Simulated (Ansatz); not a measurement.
# (110) superlattice of 2 and 12 atomic planes of Si and GaP, in-plane a of Si, 28 atoms

Which settings matter for this cell? A base run comes first, then runs with one to three settings changed.

All numbers are computed with Ansatz 0.2.0 (PAW, plane waves).

1 further run of the same task is left out (it didn't finish).

## 1. The system as built

28 atoms (12 Ga, 4 Si, 12 P); a = 3.842 Å, b = 5.433 Å, c = 26.933 Å, α = 90.00°, β = 90.00°, γ = 90.00°. All atoms were shaken off their sites by about 0.02 Å along each axis.

Coordinates:

```
CELL_PARAMETERS angstrom
2.71639 -2.71639 0.00000
0.00000 0.00000 5.43279
-19.04468 -19.04468 0.00000
ATOMIC_POSITIONS crystal
Ga 0.99528 0.00367 0.85710
Ga 0.00055 0.99426 0.57088
Ga 0.99049 0.99743 0.28534
Ga 0.99594 0.00114 0.71417
Ga 0.00495 0.00078 0.42793
Ga 0.99852 0.00686 0.14157
Ga 0.50104 0.50023 0.78513
Ga 0.49783 0.50301 0.50062
Ga 0.50333 0.49601 0.21463
Ga 0.50527 0.49976 0.92787
Ga 0.51176 0.50255 0.64364
Ga 0.49700 0.49919 0.35663
Si 0.00345 0.99143 0.00040
Si 0.00551 0.25034 0.07071
Si 0.49536 0.49928 0.07100
Si 0.49628 0.74606 0.00052
P 0.00473 0.25263 0.78537
P 0.99979 0.25121 0.49903
P 0.00111 0.25089 0.21446
P 0.99563 0.25236 0.92804
P 0.00187 0.24813 0.64295
P 0.00207 0.24638 0.35661
P 0.50301 0.74906 0.71432
P 0.50087 0.75188 0.42830
P 0.50909 0.75109 0.14169
P 0.50220 0.74927 0.85723
P 0.49841 0.75191 0.57114
P 0.50411 0.75447 0.28754
```

## 2. PBEsol single point

File in.yaml:

```yaml
crystal:
  lattice:
    - [2.716395, -2.716395, 0.000000]
    - [0.000000, 0.000000, 5.432790]
    - [-19.044679, -19.044679, 0.000000]
  atoms:
    - { symbol: Ga, position: [0.995277, 0.003669, 0.857097] }
    - { symbol: Ga, position: [0.000550, 0.994256, 0.570877] }
    - { symbol: Ga, position: [0.990492, 0.997429, 0.285340] }
    - { symbol: Ga, position: [0.995939, 0.001141, 0.714165] }
    - { symbol: Ga, position: [0.004954, 0.000784, 0.427934] }
    - { symbol: Ga, position: [0.998518, 0.006862, 0.141573] }
    - { symbol: Ga, position: [0.501040, 0.500234, 0.785130] }
    - { symbol: Ga, position: [0.497832, 0.503011, 0.500616] }
    - { symbol: Ga, position: [0.503335, 0.496008, 0.214629] }
    - { symbol: Ga, position: [0.505273, 0.499760, 0.927867] }
    - { symbol: Ga, position: [0.511761, 0.502550, 0.643643] }
    - { symbol: Ga, position: [0.497002, 0.499186, 0.356635] }
    - { symbol: Si, position: [0.003450, 0.991429, 0.000395] }
    - { symbol: Si, position: [0.005513, 0.250337, 0.070713] }
    - { symbol: Si, position: [0.495361, 0.499275, 0.070995] }
    - { symbol: Si, position: [0.496277, 0.746057, 0.000520] }
    - { symbol: P, position: [0.004731, 0.252627, 0.785367] }
    - { symbol: P, position: [0.999787, 0.251209, 0.499027] }
    - { symbol: P, position: [0.001106, 0.250886, 0.214458] }
    - { symbol: P, position: [0.995630, 0.252360, 0.928041] }
    - { symbol: P, position: [0.001873, 0.248133, 0.642954] }
    - { symbol: P, position: [0.002072, 0.246382, 0.356612] }
    - { symbol: P, position: [0.503014, 0.749057, 0.714317] }
    - { symbol: P, position: [0.500874, 0.751878, 0.428303] }
    - { symbol: P, position: [0.509089, 0.751086, 0.141687] }
    - { symbol: P, position: [0.502201, 0.749266, 0.857235] }
    - { symbol: P, position: [0.498407, 0.751908, 0.571136] }
    - { symbol: P, position: [0.504106, 0.754470, 0.287537] }
kpoints:
  mp_grid: { grid: [4, 3, 1] }
hamiltonian:
  xc: pbesol
scf:
  occupations: { method: fermi_dirac, width: 0.01 }
output:
  forces: true
  eigenvalues: true
  stress: true
  populations: true
```

Started as:

```
$ ansatz run in.yaml --threads 2 --pin off --max-ram 19000MiB --runs-dir r --events-out ev --progress --plain --backend cuda --devices 0, --max-vram 18GiB
```

## 3. Changed settings: mixing beta 0.4, density cutoff ratio 3

in.yaml, as its differences from that of step 2:

```diff
@@ -36,2 +36,3 @@
   mp_grid: { grid: [4, 3, 1] }
+basis: { ecutrho_ratio: 3 }
 hamiltonian:
@@ -40,2 +41,4 @@
   occupations: { method: fermi_dirac, width: 0.01 }
+  max_iter: 70
+  mixing: { beta: 0.4 }
 output:
@@ -44,2 +47 @@
   stress: true
-  populations: true
```

## 4. Variant: density threshold 1e-09 eV

in.yaml, as its differences from that of step 3:

```diff
@@ -36,3 +36,2 @@
   mp_grid: { grid: [4, 3, 1] }
-basis: { ecutrho_ratio: 3 }
 hamiltonian:
@@ -41,4 +40,4 @@
   occupations: { method: fermi_dirac, width: 0.01 }
-  max_iter: 70
-  mixing: { beta: 0.4 }
+  max_iter: 90
+  convergence: { dr2_threshold: 1e-09 }
 output:
```

## 5. Changed settings: dispersion D3(BJ)

in.yaml, as its differences from that of step 4:

```diff
@@ -38,6 +38,6 @@
   xc: pbesol
+  dispersion: d3bj
 scf:
   occupations: { method: fermi_dirac, width: 0.01 }
-  max_iter: 90
-  convergence: { dr2_threshold: 1e-09 }
+  max_iter: 80
 output:
```

## 6. Run again with density cutoff ratio 6, charge changed by -1, occupations Methfessel–Paxton

in.yaml, as its differences from that of step 5:

```diff
@@ -36,8 +36,9 @@
   mp_grid: { grid: [4, 3, 1] }
+basis: { ecutrho_ratio: 6 }
 hamiltonian:
   xc: pbesol
-  dispersion: d3bj
+total_charge: -1
 scf:
-  occupations: { method: fermi_dirac, width: 0.01 }
-  max_iter: 80
+  occupations: { method: methfessel_paxton, width: 0.01 }
+  max_iter: 50
 output:
```

Before running it: what results should come out? Wanted: for each run, settings; status; energy from base; forces from base.

**Answer**, as computed:

| settings | status | cycles | time | energy from base (meV/atom) | forces from base (eV/Å rms) | filled to empty level on the mesh (eV) |
| --- | --- | --- | --- | --- | --- | --- |
| base | converged | 8 | 3.6 s (GPU) | 0 | 0 | 1.09 |
| mixing beta 0.4, density cutoff ratio 3 | converged, settings too loose | 9 | 3.8 s (GPU) | -0.1 | 0.000 | 1.09 |
| density threshold 1e-09 eV | converged | 10 | 4 s (GPU) | 0.0 | 0.000 | 1.09 |
| dispersion D3(BJ) | converged | 8 | 3.4 s (GPU) | - | 0.001 | 1.09 |
| density cutoff ratio 6, charge changed by -1, occupations Methfessel–Paxton | converged | 13 | 4.2 s (GPU) | - | 0.057 | 0.02 |

**What this shows.** Among these variants the forces move most with density cutoff ratio 6, charge changed by -1, occupations Methfessel–Paxton (0.057 eV/Å rms).
